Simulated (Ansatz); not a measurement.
# The cluster Ca7Si2: one state, many levels

One table from this session's results is given with a row withheld; the runs are named, their logs left out.

Computed with Ansatz 0.2.0, Gaussian basis. Level: as each input shows.

Levels to be run: PBE-D4/def2-TZVP, r2SCAN-D4/def2-TZVP, revPBE-D4/def2-TZVP, B97M-V/def2-TZVP, ωB97M-V/def2-TZVP, PBE-D4/def2-SVP, PBE0-D4/def2-SVP, HF/STO-3G, PBE0-D4/def2-TZVPD, PBE-D4/def2-TZVPD, revPBE-D4/def2-TZVPD, MP2/def2-TZVP, RPA/def2-TZVP.

2 further runs of the same task are left out: 2 set aside as unsound or not needed.

### The geometry

The singlet was relaxed beforehand with PBE0-D4/def2-SVP. At that level it is the lowest of the isomers that a small search found.

9 atoms, charge 0, spin multiplicity 1.

Atoms are counted from 1 here; the program's logs count them from 0.

Bond lengths: Ca1–Si8 3.183 Å, Ca1–Si9 2.983 Å, Ca2–Si8 2.921 Å, Ca3–Si8 2.844 Å, Ca4–Si8 2.885 Å, Ca4–Si9 2.970 Å, Ca5–Si8 2.853 Å, Ca5–Si9 2.839 Å, Ca6–Ca7 3.652 Å, Ca6–Si9 2.936 Å, Ca7–Si8 2.990 Å, Si8–Si9 2.388 Å. Angles: Si8–Ca1–Si9 45.4°, Si8–Ca4–Si9 48.1°, Si8–Ca5–Si9 49.6°, Ca7–Ca6–Si9 79.1°, Ca6–Ca7–Si8 76.2°, Ca1–Si8–Ca2 71.8°, Ca1–Si8–Ca3 142.9°, Ca1–Si8–Ca4 117.6°, Ca1–Si8–Ca5 71.4°, Ca1–Si8–Ca7 75.5°, Ca1–Si8–Si9 62.9°, Ca2–Si8–Ca3 78.5°, Ca2–Si8–Ca4 157.2°, Ca2–Si8–Ca5 84.5°, Ca2–Si8–Ca7 81.5°, Ca2–Si8–Si9 131.1°, Ca3–Si8–Ca4 83.5°, Ca3–Si8–Ca5 127.8° and more.

PBE0-D4/def2-TZVP was run before; its log isn't repeated, and its numbers join the tables.

The first run:

start.molden holds the orbitals of an earlier run on this state, given as this run's starting guess.

Input file in.yaml:

```yaml
crystal:
  periodic: [false, false, false]
  atoms:
    - {symbol: Ca, position_ang: [1.214927, -1.666749, 1.023611]}
    - {symbol: Ca, position_ang: [3.325092, 1.220129, 0.749109]}
    - {symbol: Ca, position_ang: [2.410758, 3.284320, 3.616449]}
    - {symbol: Ca, position_ang: [-0.642616, 1.339962, 4.826806]}
    - {symbol: Ca, position_ang: [-0.467516, 1.236964, -0.084126]}
    - {symbol: Ca, position_ang: [-0.369308, -2.270691, 4.264525]}
    - {symbol: Ca, position_ang: [2.735742, -0.349230, 4.223615]}
    - {symbol: Si, position_ang: [0.921379, 1.183962, 2.407680]}
    - {symbol: Si, position_ang: [-1.032758, -0.184268, 2.307630]}
basis:
  gaussian: {orbitals: def2-TZVP, initial_orbitals: start.molden}
hamiltonian: {xc: pbe, dispersion: d4}
scf: {omitted_lower_state_checks: [starts]}
output: {orbitals: {seedname: orbitals}}
```

On the command line:

```bash
ansatz run in.yaml --threads 4 --pin off --events-out ev --progress --plain --max-ram 8704MiB
```

Steps of the session up to this table: PBE-D4/def2-TZVP; r2SCAN-D4/def2-TZVP; revPBE-D4/def2-TZVP; B97M-V/def2-TZVP; ωB97M-V/def2-TZVP; PBE-D4/def2-SVP; PBE0-D4/def2-SVP; HF/STO-3G; PBE0-D4/def2-TZVPD; PBE-D4/def2-TZVPD; revPBE-D4/def2-TZVPD; MP2/def2-TZVP; RPA/def2-TZVP.

One of the session's tables, all rows but one given; the rest of the session is left out.

It belongs to the step «Binding energy». 

| level | binding an atom (eV) |
| --- | --- |
| HF/STO-3G | 0.524 |
| HF/def2-TZVP | 0.635 |
| PBE-D4/def2-SVP | 1.863 |
| PBE-D4/def2-TZVP | 1.836 |
| PBE-D4/def2-TZVPD | 1.839 |
| revPBE-D4/def2-TZVP | 1.747 |
| revPBE-D4/def2-TZVPD | 1.749 |
| r2SCAN-D4/def2-TZVP | 1.875 |
| B97M-V/def2-TZVP | 1.753 |
| PBE0-D4/def2-SVP | 1.741 |
| PBE0-D4/def2-TZVP | 1.720 |
| PBE0-D4/def2-TZVPD | 1.723 |
| ωB97M-V/def2-TZVP | 1.429 |
| RPA/def2-TZVP | 1.031 |
| MP2/def2-TZVP | ? |

Estimate the missing values for MP2/def2-TZVP.

As computed: binding an atom (eV): 1.515. In the column «binding an atom (eV)» it lies between ωB97M-V/def2-TZVP (1.429) and PBE0-D4/def2-TZVP (1.720).

Limits of these values: Free atoms were run apart at each level; binding is atoms less cluster, divided by the number of atoms, without zero-point or spin-orbit terms.
